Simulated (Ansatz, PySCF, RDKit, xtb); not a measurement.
# [GaB2H6O2]+: from the formula to a structure

Task: start from the formula [GaB2H6O2]+ (charge +1), draw up candidate structures, narrow them down in stages, and characterise the one that lies lowest at 298.15 K.

Plan: many cheap relaxations first (GFN2-xTB), then density-functional screening, relaxation at B3LYP-D3(BJ)/def2-SVP, vibrations and a final energy. The numbers are computed, not measured.

7 further runs of the same task are left out: 7 set aside as unsound or not needed.

## (1) Candidates

A program enumerates the bonding patterns with one Lewis structure each (two rings at most, one unusual centre or charged pair), with their diastereomers. O–O, O–halogen and N–halogen bonds and N–N–N chains are not drawn. That gives 35 candidates.

c012 [BH2][GaH][OH+]BO; c039 B[OH+][GaH][BH]O; c056 B[OH+][BH][GaH][OH]; c103 B[O][GaH][OH+]B; c135 B[BH][Ga]([OH])[OH2+]; c201 [OH2+]BB[O][GaH2]; c203 B[OH+]B[O][GaH2]; c212 [OH2+]BO[BH][GaH2]; c226 [BH2][GaH][B](O)[OH2+]; c257 [OH][GaH][BH]B[OH2+]; c266 BB([OH2+])[O][GaH2]; c284 BO[B]([OH2+])[GaH2]; c297 BOB[OH+][GaH2]; c378 [BH2][Ga]([OH])[BH][OH2+]; c383 B[OH+][Ga]([BH2])[OH]; c389 B[O][Ga]([BH2])[OH2+]; c426 OB([OH2+])[BH][GaH2]; c449 B[O+]([GaH2])BO; c452 O[B]([GaH2])B[OH2+]; c468 [BH2][GaH][O]B[OH2+]; c480 O[BH][GaH][BH][OH2+]; c501 [BH2][Ga]([OH2+])[BH]O; c502 BB(O)[OH+][GaH2]; c505 OB[OH+][BH][GaH2]; c513 BB[O][GaH][OH2+]; c551 OB[B]([OH2+])[GaH2]; c557 OBB[OH+][GaH2]; c586 B[OH+][B](O)[GaH2]; c605 BO[BH][GaH][OH2+]; c627 OB[BH][GaH][OH2+]; c708 B[O+](B)[GaH][OH]; c712 B[B]([OH2+])[GaH][OH]; c731 BB[OH+][GaH][OH]; c763 B[B](O)[GaH][OH2+]; c869 B[O][GaH][BH][OH2+].

Candidates are built by distance geometry, with a force field where one applies, in up to four conformers (letters a to d). 5 starts with atoms placed at random are added, to find patterns that the rules miss.

Q: Predict the outcome of this search (final energies at CCSD(T)/def2-SVP + MP2/def2-TZVPP - MP2/def2-SVP).

| quantity | value |
| --- | --- |
| lowest structure found | B[O+]1B[OH+][GaH2-]1, singlet, Cs |
| next finalist | BOB[OH+][GaH2], singlet, 7.7 kcal/mol higher in G |
| share at equilibrium, among the finalists | 100.0 % |
| harmonic wavenumbers, lowest and highest (B3LYP-D3(BJ)/def2-SVP) | 139 and 3800 cm⁻¹ |
| rotational constants, same geometry | 0.1643, 0.08862, 0.05937 cm⁻¹ |
| HOMO energy (PBE0/def2-SVPD) | -14.11 eV |
| LUMO energy (PBE0/def2-SVPD) | -5.98 eV |
| HOMO–LUMO gap (PBE0/def2-SVPD) | 8.12 eV |
| lowest excitation (TD-PBE0/def2-SVPD) | 6.19 eV (f = 0.000) |
| strongest of the states computed, same level | 7.25 eV (f = 0.013) |
| lowest triplet excitation, same level, Tamm-Dancoff | 5.46 eV |
| vertical ionisation energy | 16.18 eV |
| vertical recombination energy (electron added) | 4.28 eV |
| vertical triplet less singlet | +5.57 eV |

`B[O+]1B[OH+][GaH2-]1` comes out lowest. Among the finalists first place is clear (7.7 kcal/mol); structures outside the list aren't covered. r2SCAN-D4/def2-SVP, B3LYP-D3(BJ)/def2-SVP, HF/def2-SVP and MP2/def2-SVP already put its bonding pattern lowest among the structures in one piece. One minimum inside the window was never screened. Lowest found is not proven lowest: the search is finite, and each finalist counts with one conformer. Patterns outside the rules of the enumeration were met only by chance.
